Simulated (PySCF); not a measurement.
# PdH₃⁻: triplet, from a PBE0 minimum start

The task is one start of a wider search on PdH₃⁻: the triplet, from a PBE0 minimum start. It is relaxed, tested by its Hessian and followed downhill if it is a saddle.

Computed with PySCF 2.14.0. Level: PBE0, basis Pd def2-TZVPD with ECP28, H def2-TZVPD, scalar-relativistic core potentials, no spin–orbit coupling, density fitting.

### 1 Where the work starts

4 atoms, charge -1, spin multiplicity 3.

Bond lengths: Pd1–H2 1.638 Å, Pd1–H3 1.638 Å, Pd1–H4 1.638 Å. Angles: H2–Pd1–H3 111.3°, H2–Pd1–H4 111.3°, H3–Pd1–H4 111.3°.

```xyz
4
charge -1 multiplicity 3
Pd    0.0000    0.0000   -0.0137
H     1.5623    0.0000    0.4799
H    -0.7811    1.3530    0.4799
H    -0.7812   -1.3530    0.4799
```

### 2 Finding the electronic state

The steps below are one call of a driver around PySCF. For each, scf.py gives the equivalent set-up of the SCF; relaxations use the driver's own optimiser. After this first run the driver tries any further starts and a stability analysis.

scf.py reads:

```python
from pyscf import gto, scf, dft
mol = gto.M(atom='''
Pd     0.000000     0.000000    -0.013702
H      1.562315    -0.000021     0.479947
H     -0.781140     1.353015     0.479946
H     -0.781176    -1.352994     0.479945''',
    basis={'Pd': 'def2-TZVPD', 'H': 'def2-TZVPD'},
    ecp={'Pd': 'def2-TZVPD'},
    charge=-1, spin=2)
mf = dft.UKS(mol, xc='PBE0')
mf.grids.atom_grid = (50, 194)
aux = {'Pd': 'def2-universal-JKFIT', 'H': 'def2-universal-JKFIT'}
mf = mf.density_fit(auxbasis=aux)
mf.conv_tol = 1e-08
mf.diis_space = 10
mf.max_cycle = 60
mf.init_guess = 'minao'
mf.verbose = 4
mf.kernel()
```

Command:

```
$ OMP_NUM_THREADS=2 python axn.py task.json out
```

The runs that follow: Relaxation: PBE0 minimum start, triplet; Vibrations and properties at this point.

**Question.** What will these runs give? Wanted: minimum; geometry; wavenumbers; dipole moment; highest occupied, lowest empty level; polar-tensor charge of Pd1; zero-point energy; ⟨S²⟩.

The runs gave:

```
                                          quantity                                   value
                                           minimum                            triplet, C3v
                                          geometry   Pd–H 1.638 Å (×3); H–Pd–H 111.3° (×3)
                                wavenumbers (cm⁻¹)  458 (a1), 591 (e), 1616 (e), 1693 (a1)
                    dipole moment (centre of mass)                                  1.99 D
highest occupied, lowest empty level (either spin)                          -0.09, 2.85 eV
                        polar-tensor charge of Pd1                                 -0.08 e
                                 zero-point energy                             39.3 kJ/mol
                               entropy at 298.15 K                         243.7 J/(mol K)
                                              ⟨S²⟩                                   2.005
```

The PBE0 minimum start keeps its C3v symmetry and ends in a minimum. In the infrared the band at 1616 cm⁻¹ (e, stretch) leads. Most of the spin sits on Pd1 (Mulliken spin 1.26, against 2 for the whole molecule). Other starts or spin states, not run here, may lie lower. One determinant may miss the lowest occupation of an open d or f shell.
